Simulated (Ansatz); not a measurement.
# HfCl+ (singlet): wave-function methods side by side, def2-SVP

The task here is to estimate one member of a computed series from the others.

Computed with Ansatz 0.2.0, Gaussian basis. Level: def2-SVP, core rule «outside noble gas», up to 9 orbitals frozen.

Plan: UHF; CCSD(T) on RHF; CCSD(T) on UHF; CISD; CCSDT(Q) on RHF; CCSDT(Q) on UHF.

23 further runs of the same task are left out: 10 for a known fault of the program, 6 that didn't finish, 7 set aside as unsound or not needed.

### What is computed

The geometry is a PBE0/def2-TZVP stationary point (not a proven minimum) of the parent state, kept for this charge and spin. No spin-orbit coupling is included. Elements past krypton take def2 core potentials.

2 atoms, charge 1, spin multiplicity 1.

Atoms are counted from 1 here; the program's logs count them from 0.

Bond lengths: Hf1–Cl2 2.304 Å.

The first run:

Contents of in.yaml:

```yaml
crystal:
  periodic: [false, false, false]
  atoms:
    - {symbol: Hf, position_ang: [0.000000, 0.000000, 0.000000]}
    - {symbol: Cl, position_ang: [0.000000, 0.000000, 2.304299]}
basis:
  gaussian: {orbitals: def2-SVP}
total_charge: 1
magnetization: {spin_polarized: true, initial_magnetization: 0}
hamiltonian: {xc: hf}
output: {orbitals: {seedname: orbitals}}
```

Launch:

```
> ansatz run in.yaml --threads 1 --pin off --events-out ev --progress --plain --max-ram 2393MiB
```

Steps of the session up to this table: UHF; CCSD(T) on RHF; CCSD(T) on UHF; CISD; CCSDT(Q) on RHF; CCSDT(Q) on UHF.

One table of the session follows, with a row left open; its other results are not shown here.

| method | from RCCSDT(Q) (meV) |
| --- | --- |
| RHF | +5970.9 |
| UHF | +5361.8 |
| RMP2 | +948.4 |
| UMP2 | +757.9 |
| RCCSD | +295.2 |
| UCCSD | +259.8 |
| RCCSD(T) | +44.0 |
| UCCSD(T) | +60.6 |
| RCCSDT | +16.2 |
| UCCSDT | ? |
| RCCSDT(Q) | 0 |
| UCCSDT(Q) | +15.0 |

**Question.** Estimate the row for UCCSDT.

**Answer.** from RCCSDT(Q) (meV): +33.8. In the column «from RCCSDT(Q) (meV)» it lies between RCCSDT (+16.2) and RCCSD(T) (+44.0).

Not comparable, so not listed: CISD (they don't share determinant, frozen orbitals or solution with the rows shown, or repeat one).

The program flags UCCSD(T) as in doubt (see the logs), so those rows may rest on another solution; read them beside their warnings.

Limits of these values: The determinant is far from a pure spin state, so its energy mixes those of several spin states (harmless only where they are near-degenerate, as at dissociation). The program flags UCCSD(T) as in doubt, so those rows may rest on another solution; read them beside their warnings. Restricted and unrestricted rows rest on different reference determinants; where their highest levels disagree by more than a few hundredths of an eV, they describe different states and don't form one ladder.
